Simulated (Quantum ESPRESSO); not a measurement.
## BiTe: zone-centre phonons under several settings

```
Bi Te
1.0
     2.42271    1.39875    3.31729
    -2.42271    1.39875    3.31729
     0.00000   -2.79750    3.31729
Bi Te
1 1
Direct
  0.50000 0.50000 0.50000
  0.00000 0.00000 0.00000
```

The cell comes from a database or a generator and needn't be the stable form of this composition.

All runs used Quantum ESPRESSO 7.5; potentials PseudoDojo 0.4.1 SR LDA standard; k mesh 6 × 6 × 6; no spin polarisation; cutoff 1088 eV; occupations cold, width 0.2 eV.

```tsv
level	geometry	volume (Å³/atom)	pressure (GPa)	lowest optical mode without the field (cm⁻¹)	highest optical mode without the field (cm⁻¹)
LDA	relaxed at 0 GPa	31.18	0.0	84	104
LDA	relaxed at 5 GPa	?	5.0	?	?
LDA	relaxed at 10 GPa	26.64	10.0	105	127
LDA	relaxed at 20 GPa	23.27	20.0	87	87
```

What stands in the row left open?

Volume 28.65 Å³/atom; lowest optical mode without the field 97 cm⁻¹; highest optical mode without the field 120 cm⁻¹.

Caveats: the mesh is thin for the phonons of a metal; the volume moved by over 15 % at a fixed basis, so the end points are rough (some runs); the cell is more than 3 GPa from zero pressure, which shifts response properties (some runs); the cell relaxed to another space group than the one typed (some runs).

For the row left open. Caveat: the mesh is thin for the phonons of a metal; the volume moved by over 15 % at a fixed basis, so the end points are rough; the cell is more than 3 GPa from zero pressure, which shifts response properties.
